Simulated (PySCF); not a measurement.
**C2H6Se (dimethyl selenide): levels of theory compared**

Wanted: a comparison of 5 runs (HF/STO-3G, HF/3-21G, B3LYP/6-31G*, BP86/pcseg-1, MP2/def2-SVP) of C2H6Se (dimethyl selenide). Input form: a Python script.

The calculation is run with PySCF 2.14.0.

## (1) Starting point

The species is C2H6Se (9 atoms), meant as a singlet with charge 0. SMILES: `C[Se]C`. Geometry: a GFN2-xTB relaxation, a rough one for these elements and not checked as a minimum.

Bond lengths: Se1–C2 1.952 Å, Se1–C6 1.952 Å, C2–H3 1.087 Å, C2–H4 1.088 Å, C2–H5 1.086 Å, C6–H7 1.088 Å, C6–H8 1.087 Å, C6–H9 1.086 Å. Some angles: C2–Se1–C6 96.8°, Se1–C2–H3 109.2°, Se1–C2–H4 109.2°, Se1–C2–H5 107.7°, Se1–C6–H7 109.3°, Se1–C6–H8 109.1°, Se1–C6–H9 107.5°, H3–C2–H4 110.6°, H3–C2–H5 110.0°, H4–C2–H5 110.1°.

## (2) Energy and forces at HF/STO-3G (run 1)

Input file calc.py:

```python
# SeMe2
from pyscf import gto, scf

mol = gto.M(
    atom='''
Se  -0.000170  -0.000900  -1.301860
C    1.460270  -0.014980  -0.006060
H    1.395910  -0.918220   0.596060
H    1.389050   0.869340   0.623050
H    2.394000  -0.003240  -0.560630
C   -1.460380   0.015350  -0.006030
H   -1.399280   0.920840   0.593370
H   -1.386750  -0.867120   0.625100
H   -2.392660  -0.001060  -0.563000
''',
    spin=0,
    max_memory=1860,
    basis='sto-3g',
    verbose=4,
)

myscf = scf.RHF(mol)
myscf.conv_tol = 1e-10
myscf.kernel()
if not myscf.converged:
    myscf = myscf.newton().run(myscf.mo_coeff, myscf.mo_occ)

e_final = myscf.e_tot
print('Final energy', e_final)
grad = myscf.nuc_grad_method().kernel()
dip = myscf.dip_moment()
pop, q = myscf.mulliken_pop()
```

Command:

```bash
OMP_NUM_THREADS=1 python calc.py
```

The program printed:

```text
PySCF version 2.14.0

[... 59 lines left out ...]
converged SCF energy = -2451.86254305027
Final energy -2451.8625430502652
[... 11 lines left out ...]
Dipole moment(X, Y, Z, Debye): -0.00070,  0.00090,  1.54385
[... 44 lines left out ...]
charge of    8H =      0.07779
```

Run time: 4.9 s. Hardware: 1 thread of Intel Xeon at 2.50GHz (Skylake/Cascade Lake), shared host; peak memory 0.12 GiB.

## (3) Energy and gradient at HF/3-21G (run 2)

Input file calc.py:

```python
# SeMe2
from pyscf import gto

mol = gto.M(
    atom='''
Se  -0.000170  -0.000900  -1.301860
C    1.460270  -0.014980  -0.006060
H    1.395910  -0.918220   0.596060
H    1.389050   0.869340   0.623050
H    2.394000  -0.003240  -0.560630
C   -1.460380   0.015350  -0.006030
H   -1.399280   0.920840   0.593370
H   -1.386750  -0.867120   0.625100
H   -2.392660  -0.001060  -0.563000
''',
    basis='3-21g',
    spin=0,
    max_memory=1860,
    verbose=4,
)

mf = mol.RHF()
mf.conv_tol = 1e-10
mf.kernel()
if not mf.converged:
    mf = mf.newton().run(mf.mo_coeff, mf.mo_occ)

e_tot = mf.e_tot
print('E = %.10f Eh' % e_tot)
grad = mf.nuc_grad_method().kernel()
mf.analyze()
```

Command:

```bash
OMP_NUM_THREADS=1 python calc.py
```

The program printed:

```text
PySCF version 2.14.0

[... 77 lines left out ...]
One-electron Energy =                -3808.061660587920414
[... 12 lines left out ...]
MO #8   energy= -8.84399998522748  occ= 2
[... 10 lines left out ...]
MO #19  energy= -0.78445787397533  occ= 2
[... 10 lines left out ...]
MO #30  energy= 0.302509438023809  occ= 0
[... 10 lines left out ...]
MO #41  energy= 0.978165884223359  occ= 0
[... 10 lines left out ...]
MO #52  energy= 1.97631072466403   occ= 0
[... 64 lines left out ...]
Dipole moment(X, Y, Z, Debye): -0.00033,  0.00027,  1.48498
```

Wall time 5.4 s (1 thread of Intel Xeon at 2.50GHz (Skylake/Cascade Lake), shared host); peak memory 0.13 GiB.

Run 3 isn't shown in full; the table further down has it.

## (4) Energy and gradient at BP86/pcseg-1 (run 4)

Input file calc.py:

```python
from pyscf import gto, dft

system = gto.M(
    atom=[
    ('Se', (-0.000170, -0.000900, -1.301860)),
    ('C', (1.460270, -0.014980, -0.006060)),
    ('H', (1.395910, -0.918220, 0.596060)),
    ('H', (1.389050, 0.869340, 0.623050)),
    ('H', (2.394000, -0.003240, -0.560630)),
    ('C', (-1.460380, 0.015350, -0.006030)),
    ('H', (-1.399280, 0.920840, 0.593370)),
    ('H', (-1.386750, -0.867120, 0.625100)),
    ('H', (-2.392660, -0.001060, -0.563000)),
],
    charge=0,
    verbose=4,
    spin=0,
    basis='pcseg-1',
    max_memory=1860,
)

mf = dft.RKS(system)
mf.xc = 'bp86'
mf.conv_tol = 1e-10
mf.grids.level = 5
mf.kernel()
if not mf.converged:
    mf = mf.newton().run(mf.mo_coeff, mf.mo_occ)

e_final = mf.e_tot
print(f'total energy: {e_final:.8f} hartree')
grad = mf.nuc_grad_method().kernel()
mf.analyze()
```

Command:

```bash
OMP_NUM_THREADS=1 python calc.py
```

The program printed:

```text
PySCF version 2.14.0

[... 107 lines left out ...]
MO #5   energy= -51.5168667152555  occ= 2
[... 15 lines left out ...]
MO #21  energy= -0.391674033158591 occ= 2
[... 15 lines left out ...]
MO #37  energy= 0.306635297600094  occ= 0
[... 15 lines left out ...]
MO #53  energy= 0.665439200595303  occ= 0
[... 15 lines left out ...]
MO #69  energy= 1.89879167431738   occ= 0
[... 15 lines left out ...]
MO #85  energy= 3.14241185817871   occ= 0
[... 97 lines left out ...]
Dipole moment(X, Y, Z, Debye): -0.00070,  0.00025,  1.52577
```

Run time: 90 s. Hardware: 1 thread of Intel Xeon at 2.50GHz (Skylake/Cascade Lake), shared host; peak memory 0.83 GiB.

## (5) Energy and forces at MP2/def2-SVP (run 5)

Input file input.py:

```python
from pyscf import gto, scf, mp

system = gto.M(
    atom='''
Se      -0.000170      -0.000900      -1.301860
C        1.460270      -0.014980      -0.006060
H        1.395910      -0.918220       0.596060
H        1.389050       0.869340       0.623050
H        2.394000      -0.003240      -0.560630
C       -1.460380       0.015350      -0.006030
H       -1.399280       0.920840       0.593370
H       -1.386750      -0.867120       0.625100
H       -2.392660      -0.001060      -0.563000
''',
    verbose=3,
    max_memory=1860,
    basis='def2-svp',
    spin=0,
    charge=0,
)

mf = scf.RHF(system)
mf.conv_tol = 1e-10
mf.kernel()
if not mf.converged:
    mf = mf.newton().run(mf.mo_coeff, mf.mo_occ)

pt = mp.MP2(mf, frozen=11).run()
e_final = pt.e_tot
print(f'total energy: {e_final:.8f} hartree')
grad = pt.nuc_grad_method().kernel()
mf.analyze()
```

Command:

```bash
OMP_NUM_THREADS=1 python input.py
```

The program printed:

```text
converged SCF energy = -2478.70928478207
[... 21 lines left out ...]
MO #10  energy= -6.61367960805144  occ= 2
[... 15 lines left out ...]
MO #26  energy= -0.31429079185802  occ= 2
[... 15 lines left out ...]
MO #42  energy= 0.757311677512746  occ= 0
[... 15 lines left out ...]
MO #58  energy= 1.46221755593861   occ= 0
[... 15 lines left out ...]
MO #74  energy= 2.48393641059898   occ= 0
[... 15 lines left out ...]
MO #90  energy= 3.91359452874627   occ= 0
[... 10 lines left out ...]
Dipole moment(X, Y, Z, Debye): -0.00069,  0.00054,  1.63743
```

Run time: 50 s. Hardware: 1 thread of Intel Xeon at 2.50GHz (Skylake/Cascade Lake), shared host; peak memory 0.9 GiB.

## (6) The series

```tsv
run	level	Cartesian functions	integration grid	energy (Eh)	dipole moment (D) of the reference	HOMO energy (eV)	LUMO energy (eV)	wall time
1	HF/STO-3G	no	–	-2451.862543	1.54	-6.58	10.15	4.9 s
2	HF/3-21G	no	–	-2467.272414	1.48	-8.46	4.94	5.4 s
3	B3LYP/6-31G* (Cartesian functions)	yes	5	-2481.117418	1.71	-5.59	0.61	60 s
4	BP86/pcseg-1	no	5	-2481.362279	1.53	-4.85	-0.31	90 s
5	MP2/def2-SVP	no	–	-2479.240478	1.64	-8.55	4.36	50 s
```

## (7) Results

| quantity | value |
| --- | --- |
| run 5: total energy | -2479.24048 Eh |
| run 5: dipole moment (Hartree–Fock density) | 1.64 D |
| run 5: HOMO energy (Hartree–Fock orbitals) | -8.55 eV |
| run 5: LUMO energy (Hartree–Fock orbitals) | 4.36 eV |
| run 5: HOMO–LUMO gap (Hartree–Fock orbitals) | 12.91 eV |
| run 5: correlation energy (11 core orbitals frozen) | -531.2 mEh |
| run 5: largest force on an atom | 0.693 eV/Å |

In words: Over runs 1, 2, 3, 4 the dipole moment (its size) runs from 1.48 D (HF/3-21G) to 1.71 D (B3LYP/6-31G*). The two ends differ in method and basis. Over runs 1, 2, 3, 4 the HOMO–LUMO gap runs from 4.54 eV (BP86/pcseg-1) to 16.72 eV (HF/STO-3G). Totals of different functionals can't be ranked against each other. In run 1 the basis is minimal, so the values are rough. All runs together took 3.5 min, the longest 90 s.
